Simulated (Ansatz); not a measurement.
# H6NPSi2: the cost of one run

The runs use Ansatz 0.2.0, Gaussian basis; the settings change from run to run.

## Step 1: The geometry

An earlier PBE0-D4 in a triple-zeta def2 set relaxation fixed the geometry.

SMILES `[SiH3]N1[SiH2]P1`, 10 atoms, charge 0, spin multiplicity 1.

Atoms are counted from 1 here; the program's logs count them from 0.

Bond lengths: Si1–N2 1.715 Å, Si1–H5 1.487 Å, Si1–H6 1.486 Å, Si1–H7 1.490 Å, N2–Si3 1.709 Å, N2–P4 1.782 Å, Si3–P4 2.183 Å, Si3–H8 1.479 Å, Si3–H9 1.481 Å, P4–H10 1.437 Å. Angles: N2–Si1–H5 109.6°, N2–Si1–H6 108.3°, N2–Si1–H7 112.0°, H5–Si1–H6 110.2°, H5–Si1–H7 108.0°, H6–Si1–H7 108.7°, Si1–N2–Si3 149.0°, Si1–N2–P4 131.7°, Si3–N2–P4 77.4°, N2–Si3–P4 52.8°, N2–Si3–H8 117.3°, N2–Si3–H9 117.9°, P4–Si3–H8 121.3°, P4–Si3–H9 121.6°, H8–Si3–H9 112.7°, N2–P4–Si3 49.8°, N2–P4–H10 99.7°, Si3–P4–H10 94.5°.

## Step 2: RPA/cc-pVTZ-DK

Options: multiplicity 3, correlated electrons set to outside_noble_gas.

in.yaml

```yaml
crystal:
  periodic: [false, false, false]
  atoms:
    - {symbol: Si, position_ang: [-0.933957, 1.190266, -0.636262]}
    - {symbol: N, position_ang: [-0.094242, -0.232010, -0.174188]}
    - {symbol: Si, position_ang: [0.443185, -1.278899, 1.064465]}
    - {symbol: P, position_ang: [1.193704, -1.162359, -0.981699]}
    - {symbol: H, position_ang: [-1.394184, 1.061791, -2.043881]}
    - {symbol: H, position_ang: [-2.097937, 1.361117, 0.271846]}
    - {symbol: H, position_ang: [-0.071708, 2.401779, -0.542781]}
    - {symbol: H, position_ang: [-0.475960, -2.358713, 1.485952]}
    - {symbol: H, position_ang: [1.185978, -0.684243, 2.199872]}
    - {symbol: H, position_ang: [2.328319, -0.350031, -0.640224]}
basis:
  gaussian: {orbitals: cc-pVTZ-DK}
magnetization: {spin_polarized: true, initial_magnetization: 2}
hamiltonian: {xc: {name: HF}}
correlation: {method: rpa, electrons: outside_noble_gas}
```

Run with:

```
ansatz run in.yaml --threads 2 --pin off --events-out ev --progress --plain --max-ram 4352MiB
```

**Question.** How long does this run take on 2 threads of Intel Xeon Platinum 8375C at 2.90GHz, shared host, and how much memory does it need?

About 22 s, with a peak of 0.61 GiB.
